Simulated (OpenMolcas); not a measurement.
**CH4FGeN (SMILES [H]/N=[C](/F)[GeH3]): HF/3-21G**

We compute an optimisation with harmonic vibrations of CH4FGeN. 

The results are computed with OpenMolcas 26.06.

1 further run of the same task is left out (set aside as unsound or not needed).

## 1. The molecule

CH4FGeN has 8 atoms, charge 0, and is taken as a singlet. SMILES: `[H]/N=[C](/F)[GeH3]`. The shape is that of a PBE0-D4/def2-TZVP optimisation. The run starts from this shape.

Bond lengths: N1–C2 1.246 Å, C2–F3 1.346 Å, C2–Ge4 1.978 Å, N1–H5 1.016 Å, Ge4–H6 1.532 Å, Ge4–H7 1.534 Å, Ge4–H8 1.532 Å. Angles: N1–C2–F3 117.4°, N1–C2–Ge4 131.1°, F3–C2–Ge4 111.5°, C2–N1–H5 111.2°, C2–Ge4–H6 108.9°, C2–Ge4–H7 106.6°, C2–Ge4–H8 108.9°, H6–Ge4–H7 111.0°, H6–Ge4–H8 110.4°, H7–Ge4–H8 111.0°.

## 2. An optimisation with harmonic vibrations at HF/3-21G

Input file calc.input:

```
* CH4FGeN Hartree-Fock

&GATEWAY
  BasLib
  $CurrDir
  Coord
  8
  angstrom
  N        1.895900       0.222300      -0.348500
  C        0.908100       0.027300       0.385600
  F        1.137400      -0.127100       1.702400
  Ge      -1.019900      -0.103800      -0.035500
  H        1.617200       0.325400      -1.319900
  H       -1.766200       1.006900       0.710300
  H       -1.149700       0.071600      -1.553900
  H       -1.530700      -1.479600       0.403700
  Basis
  3-21G
  Group
  NoSym
>>> EXPORT MOLCAS_MAXITER=50
>>> Do While

&SEWARD

&SCF
  PrOrbitals
  0

&SLAPAF
>>> EndDo
>>> COPY $Project.Opt.xyz $CurrDir/final.xyz
>>> COPY $Project.slapaf.h5 $CurrDir/final.slapaf.h5

&MCKINLEY

&MCLR
  Thermochemistry
  1
  1.0
  298.15
  End of PT
```

The basis set 3-21G is read from a file made from the Basis Set Exchange's data (not shown).

Launch:

```sh
$ export MOLCAS_MEM=1860
$ pymolcas calc.input > calc.log
```

The program printed:

```text
--- Start Module: gateway ---
[...]
--- Stop Module: gateway /rc=_RC_ALL_IS_WELL_ ---
[...]
      Basis functions           57
[...]
       Convergence after  12 Iterations
[...]
::    Total SCF energy                              -2258.3149332579
[...]
 *              Molecular gradients               *
 **************************************************
  Irreducible representation: a
 ------------------------------------------------------------------------------------------
                              X                       Y                       Z
 ------------------------------------------------------------------------------------------
  N1                2.02307301387918E-02    1.47417571206443E-03    3.72123948406955E-03
  C2               -5.64380880806636E-03   -3.37570377903382E-03    2.13558707344443E-02
  F3                7.16705659254302E-04    2.84411626064252E-03   -2.09332491894685E-02
  GE4              -1.94536691437719E-03    3.59915171767033E-04   -4.19939912888889E-03
  H5               -1.02552916598335E-02   -9.31473637856728E-04   -4.51416852954800E-04
  H6               -1.20818098139708E-03    3.44179072975237E-04    1.93462128585509E-04
  H7               -7.53714698565000E-04   -1.12635857389742E-04    2.11771696109864E-04
  H8               -1.14107273581743E-03   -6.02572943154023E-04    1.01721128056065E-04
[...]
 Geometry is converged in  22 iterations to a Minimum Structure
*****************************************************************************************************************
*****************************************************************************************************************
++ Geometry section
********************************************************************************
  Geometrical information of the final structure
********************************************************************************
  NOTE: on convergence the final predicted structure will be printed here.
  This is not identical to the structure printed in the head of the output.
 ************************************
[...]
       Convergence after   5 Iterations
[...]
::    Total SCF energy                              -2258.3170594746
[...]
      Total spin, S                                     0.0000000000
[...]
      Total electronic charge=   58.000000
      Total            charge=   -0.000000
[...]
      Dipole Moment (debye):
      Origin of the operator (angstrom)=   -0.1803   -0.0565    0.2219
                   X= -2.7405E+00               Y=  7.5313E-02               Z= -2.5647E+00           Total=  3.7542E+00
      Quadrupole Moment (debye*angstrom):
[...]
--- Start Module: mclr ---
[...]
     Frequency:       i19.96    i18.05      0.02      0.03      0.03     16.25
[...]
     Frequency:       134.70    245.42    392.09    438.86    627.31    710.27
[...]
--- Stop Module: mclr /rc=_RC_ALL_IS_WELL_ ---
[...]
--- Start Module: mclr ---
[...]
        Frequency:         2145.05 cm-1
      ---------------------------------
[...]
        Frequency:         2170.79 cm-1
      ---------------------------------
[...]
        Frequency:         2180.89 cm-1
      ---------------------------------
[...]
        Frequency:         3683.71 cm-1
      ---------------------------------
[...]
--- Stop Module: mclr /rc=_RC_ALL_IS_WELL_ ---
[...]
```

It took 1.8 min on 1 thread of AMD EPYC 7R43 (Zen 3), shared host; peak memory 0.39 GiB.

## 3. Results

Level: HF/3-21G.

| quantity | value |
| --- | --- |
| total energy | -2258.31706 Eh |
| dipole moment | 3.75 D |
| HOMO energy | -11.20 eV |
| LUMO energy | 3.69 eV |
| HOMO–LUMO gap | 14.89 eV |
| lowest harmonic wavenumber | 135 cm⁻¹ |
| highest harmonic wavenumber | 3684 cm⁻¹ |
| zero-point energy | 129.4 kJ/mol |
| ideal-gas entropy at 298.15 K and 1 atm (symmetry number 1 as used) | 74.4 cal/(mol K) |

At the final geometry: Bond lengths: N1–C2 1.233 Å, C2–F3 1.377 Å, C2–Ge4 1.963 Å, N1–H5 1.007 Å, Ge4–H6 1.528 Å, Ge4–H7 1.535 Å, Ge4–H8 1.528 Å. Angles: N1–C2–F3 117.7°, N1–C2–Ge4 134.9°, F3–C2–Ge4 107.4°, C2–N1–H5 117.4°, C2–Ge4–H6 107.7°, C2–Ge4–H7 107.4°, C2–Ge4–H8 107.7°, H6–Ge4–H7 111.2°, H6–Ge4–H8 111.3°, H7–Ge4–H8 111.3°. All 18 modes are real, so the shape is a minimum at this level. Mulliken charges run from -0.67 on N1 to +0.96 on Ge4.
